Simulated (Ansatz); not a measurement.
A nudged elastic band was laid between two geometries of a periodic cell of 17 atoms, LiSi₁₆ (host Si, host structure diamond, interstitial Li), cell charge +1.

Theory: Ansatz, DFT PBE, scalar-relativistic, plane waves, PAW. Settings: PAW set soft_1, cutoff 420 eV, k mesh 2x2x2, gaussian smearing 0.02 eV, no spin polarisation.

```json
{
  "movable images": "5",
  "climbing image": "yes",
  "spring": "5.0 eV/Å²",
  "optimiser": "lbfgs",
  "start path": "IDPP",
  "force threshold": "0.05 eV/Å",
  "iteration limit": "61",
  "end points": "relaxed"
}
```

First end point:

```xyz
17
Lattice="0.0000 5.4300 5.4300 5.4300 0.0000 5.4300 5.4300 5.4300 0.0000" Properties=species:S:1:pos:R:3
Si -0.001 0.001 -0.022
Si 1.382 1.384 1.332
Si 2.710 2.721 -0.001
Si 4.047 4.048 1.332
Si 2.735 0.002 2.714
Si 4.063 1.367 4.080
Si 5.428 2.696 2.714
Si 6.808 4.052 4.094
Si -0.001 2.739 2.715
Si 1.367 4.063 4.083
Si 2.692 5.431 2.716
Si 4.044 6.816 4.100
Si 2.715 2.715 5.430
Si 4.062 4.065 6.778
Si 5.428 5.432 5.451
Si 6.795 6.798 6.778
Li 5.418 5.443 2.714
```

Last end point:

Only the atoms that move by more than 0.05 Å are listed.
```
Li17 4.074 4.077 4.074
```

(1) Which bonds break or form, and what moves?

(2) Give the energies along the band, and the barrier.

(3) What is the geometry of the highest image?

Answers

(1) Contacts lost: Si1–Li17, Si2–Li17, Si5–Li17, Si9–Li17. Contacts made: Si6–Li17, Si10–Li17, Si13–Li17, Si14–Li17. The atom that moves furthest is Li17, by 2.35 Å; four of its nearest neighbours are Si12 2.39, Si2 2.39, Si4 2.39, Si8 2.40 Å at the first end and Si15 2.39, Si11 2.39, Si13 2.39, Si7 2.39 Å at the last.

(2) The forces met the threshold. The highest image is number 3 of 0 to 6, 0.59 eV above the ends, which have the same energy within 2 meV. By the program's own check the climbing image is of a kind that is not told: the force calls were inconclusive, a negative curvature could not be distinguished from the path's own, the only one lies far off the path, or fixed occupations may fill a level only in part (lowest curvatures found: -2.20 and 0.85 eV/Å²). Limits of this set-up: a small cell, in which the defect meets its images, charged cell in a uniform background, uncorrected.

```csv
image,path coordinate (Å),energy (eV),Si1–Li17 (Å),Si2–Li17 (Å),Si5–Li17 (Å)
0,0.00,0.00,2.74,2.39,2.75
1,0.43,0.11,2.92,2.56,2.92
2,0.86,0.41,3.20,2.94,3.20
3,1.28,0.59,3.52,3.36,3.52
4,1.71,0.41,3.87,3.81,3.86
5,2.14,0.11,4.22,4.27,4.21
6,2.57,0.00,4.50,4.70,4.50
```

(3) 
```xyz
17
Lattice="0.0000 5.4300 5.4300 5.4300 0.0000 5.4300 5.4300 5.4300 0.0000" Properties=species:S:1:pos:R:3:forces:R:3
Si -0.034 -0.030 -0.009 0.00 0.00 0.00
Si 1.262 1.266 1.453 0.00 0.00 0.00
Si 2.607 2.610 0.108 0.00 0.00 0.00
Si 4.015 4.019 1.292 0.00 0.00 0.00
Si 2.724 -0.030 2.749 0.00 0.00 0.00
Si 4.105 1.351 4.040 0.00 0.00 0.00
Si 5.486 2.652 2.659 0.00 0.00 0.00
Si 6.853 4.019 4.130 0.00 0.00 0.00
Si -0.034 2.727 2.749 0.00 0.00 0.00
Si 1.347 4.109 4.040 0.00 0.00 0.00
Si 2.648 5.489 2.659 0.00 0.00 0.00
Si 4.015 6.856 4.129 0.00 0.00 0.00
Si 2.809 2.813 5.336 0.00 0.00 0.00
Si 4.105 4.109 6.797 0.00 0.00 0.00
Si 5.486 5.490 5.497 0.00 0.00 0.00
Si 6.895 6.898 6.681 -0.01 0.00 0.00
Li 4.751 4.754 3.394 0.00 0.00 0.00
```

Run time: 8.9 min on 1 thread of Arm Neoverse V2, with other jobs on the host, peak memory 0.81 GiB.
